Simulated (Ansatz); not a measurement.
Runs of Ansatz 0.2.0 on NaLaMnMoO6. The typed cell holds 10 atoms: a = 5.109 Å, b = 5.694 Å, c = 5.920 Å, α = 117.98°, β = 98.89°, γ = 92.48°. The cell was built by a generator and needn't be a form met in nature.

| task | level | spin | cell | cutoff (eV) | smearing | points for each segment of the path | gap on the mesh (eV) | pressure (GPa) | moment (μB) | relaxed volume (Å³/atom) | largest force (eV/Å) |
| --- | --- | --- | --- | --- | --- | --- | --- | --- | --- | --- | --- |
| band structure | PBE | non-collinear, ferromagnetic start, SOC | as given | 420 | fermi-dirac 0.05 eV | 10 | 0.85 | 0.0 | 3.00 | - | 0.01 |
| relaxation of cell and atoms | PBE+D4 | collinear, ferromagnetic start | relaxed | 420 | fermi-dirac 0.05 eV | - | (a) | 0.0 | 3.00 | 14.31 | - |
| Born charges and dielectric tensor | PBE | collinear, ferromagnetic start | as given | 420 | gaussian 0.01 eV | - | 0.85 | - | 3.00 | - | - |
| relaxation of cell and atoms | r2SCAN+rVV10 | collinear, ferromagnetic start | relaxed | 500 | fermi-dirac 0.05 eV | - | 1.25 | 0.0 | 3.00 | 13.95 | 0.01 |

Alike in all rows: potentials or basis Ansatz PAW; k mesh 4 × 4 × 4.

Question: Fill in the values left out.

Answer: (a) 0.93.

Caveats: a cell with one magnetic atom can't hold antiferromagnetic order, which such compounds often take; spin-orbit coupling is left out, which moves the levels of the heavy elements (some runs); the plane-wave basis is chosen anew once the cell has moved, so the energies of steps on either side of that aren't comparable (some runs); the starting moments weren't kept (some runs); the thresholds are loose for stress (some runs); the magnetic or orbital state may not be the lowest (some runs); the PAW data sets come from PBE, with cores solved anew for the run's functional, which leaves a small shift of forces and pressure (some runs).

A k mesh can miss the band edges, and rows without SOC leave out spin-orbit coupling on La, Mo.
